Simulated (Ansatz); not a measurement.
# C2H7FZn: the cost of one run

Method: RKS PBE-D4/def2-SVP, in Ansatz 0.2.0.

1 further run of the same task is left out (it didn't finish).

### Step 1. Starting point

Bond lengths: Zn1–C3 2.024 Å, C3–C4 1.519 Å, Zn1–F6 2.127 Å, C3–H7 1.089 Å, C3–H8 1.086 Å, C4–H9 1.088 Å, C4–H10 1.091 Å, C4–H11 1.088 Å. Angles: Zn1–C3–C4 108.8°, Zn1–C3–H7 106.9°, Zn1–C3–H8 112.2°, C4–C3–H7 110.0°, C4–C3–H8 110.7°, H7–C3–H8 108.1°, C3–Zn1–F6 110.7°, C3–C4–H9 111.3°, C3–C4–H10 109.5°, C3–C4–H11 111.5°, H9–C4–H10 108.0°, H9–C4–H11 108.4°, H10–C4–H11 108.1°.

Coordinates:

```xyz
11

Zn    0.6577    1.2297   -0.2580
H     2.0692    2.4264    0.5464
C    -0.6183   -0.1677   -0.9755
C    -1.0375   -1.0797    0.1643
H     2.1074    1.5715    1.0297
F     1.8267    0.4358    1.3318
H    -0.0737   -0.7370   -1.7266
H    -1.4876    0.2759   -1.4522
H    -0.1721   -1.4755    0.6915
H    -1.6052   -1.9224   -0.2329
H    -1.6667   -0.5570    0.8816
```

### Step 2. A restrained relaxation towards end A

Springs on the bonds that form and break draw the guess towards this end; the thresholds are loose.

input.yaml reads:

```yaml
crystal:
  periodic: [false, false, false]
  atoms:
    - { symbol: Zn, position_ang: [0.6577, 1.2297, -0.258] }
    - { symbol: H, position_ang: [2.0692, 2.4264, 0.5464] }
    - { symbol: C, position_ang: [-0.6183, -0.1677, -0.9755] }
    - { symbol: C, position_ang: [-1.0375, -1.0797, 0.1643] }
    - { symbol: H, position_ang: [2.1074, 1.5715, 1.0297] }
    - { symbol: F, position_ang: [1.8267, 0.4358, 1.3318] }
    - { symbol: H, position_ang: [-0.0737, -0.737, -1.7266] }
    - { symbol: H, position_ang: [-1.4876, 0.2759, -1.4522] }
    - { symbol: H, position_ang: [-0.1721, -1.4755, 0.6915] }
    - { symbol: H, position_ang: [-1.6052, -1.9224, -0.2329] }
    - { symbol: H, position_ang: [-1.6667, -0.557, 0.8816] }
basis:
  gaussian: { orbitals: def2-SVP }
hamiltonian:
  xc: pbe
  dispersion: d4
relax:
  f_tol: 0.15
  max_steps: 25
  restrain:
    - { distance: [0, 5], at: 3.09, k: 30.0 }
    - { distance: [4, 1], at: 1.92, k: 30.0 }
    - { distance: [0, 1], at: 1.53, k: 30.0 }
    - { distance: [4, 5], at: 0.88, k: 30.0 }
output:
  orbitals: {}
```

The run is started by

```bash
$ ansatz run input.yaml --threads 2 --pin off --max-ram 3072MiB --backend cpu --events-out ev --progress --plain --runs-dir out
```

**Question.** How long does this run take on 2 threads of Arm Neoverse V1, shared host, and how much memory does it need?

About 25 s, with a peak of 0.15 GiB.
